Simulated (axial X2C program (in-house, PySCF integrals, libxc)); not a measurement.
# A two-component session on TiH⁺: properties at the nuclei

Wanted for TiH⁺: properties at the nuclei, at the two-component level.

Program: an in-house X2C program for linear molecules on PySCF integrals. Level of theory: two-component X2C with atomic mean-field terms, Ti dyall-cv3z, H dyall-v3z. These are calculated values, not measurements.

**1. Input**

The input, task.json:

```json
{
 "zs": [
  22,
  1
 ],
 "q": 1,
 "bas": [
  "dyall-cv3z",
  "dyall-v3z"
 ],
 "r0": 1.68,
 "levels": [
  "PBE0",
  "HF",
  "TPSSh",
  "BP86",
  "r2SCAN"
 ],
 "nst": 3
}
```

Keys: zs atomic numbers; q charge; bas basis sets; r0 starting distance in Å; levels methods (HF also brings MP2); nst determinants followed.

Command:

```console
> python soeom.py task.json out
```

Further steps of the session: Expectation values, lowest determinant; Expectation values, a higher determinant; Expectation values, a higher determinant.

Q: Predict the outcome of this session. Wanted: lowest determinant; Eeff magnitude; Ws magnitude Ti; A∥/gI Ti; qzz Ti; higher determinant (for each run or level that gives them).

**Answer**, as computed:

| quantity | value |
| --- | --- |
| lowest determinant | Ω = 2 (excess of +ω over −ω: ω = 1/2, ω = 3/2) |
| Eeff magnitude (GV/cm), PBE0 | 0.0046 |
| Ws magnitude Ti (kHz), PBE0 | 0.00214 |
| A∥/gI Ti (MHz), PBE0 | 350 |
| qzz Ti (a.u.), PBE0 | -0.37 |
| higher determinant | Ω = 4 (excess of +ω over −ω: ω = 3/2, ω = 5/2) |
| Eeff magnitude (GV/cm), PBE0, higher determinant | 0.00287 |
| Ws magnitude Ti (kHz), PBE0, higher determinant | 0.000951 |
| A∥/gI Ti (MHz), PBE0, higher determinant | 95.1 |
| qzz Ti (a.u.), PBE0, higher determinant | -0.37 |
| higher determinant | Ω = 1 (excess of +ω over −ω: ω = -1/2, ω = 3/2) |
| Eeff magnitude (GV/cm), PBE0, higher determinant | 0.0582 |
| Ws magnitude Ti (kHz), PBE0, higher determinant | 0.0157 |
| A∥/gI Ti (MHz), PBE0, higher determinant | 35.9 |
| qzz Ti (a.u.), PBE0, higher determinant | -1.91 |

What this shows: In the first state, the effective field runs from 0.0046 to 0.044 GV/cm over the mean-field levels, so the levels don't agree on it. The expectation values come from single determinants, which for open shells can mix terms of unlike spin or miss the lowest Ω, so a determinant need not be a state. Eeff is the effective electric field on the electron dipole moment in this Ω state and Ws the scalar–pseudoscalar constant (defined with the proton number Z and per Ω); A∥ is the parallel hyperfine constant, which follows by multiplying with the nuclear g factor gI = μI/(I μN); qzz is the electric field gradient, eQq0 = 234.96 MHz × Q/barn × qzz. The operators were transformed with the bare-nucleus X2C matrices. A second determinant lies within 0.1 eV of the first, so their order is not settled at this level.
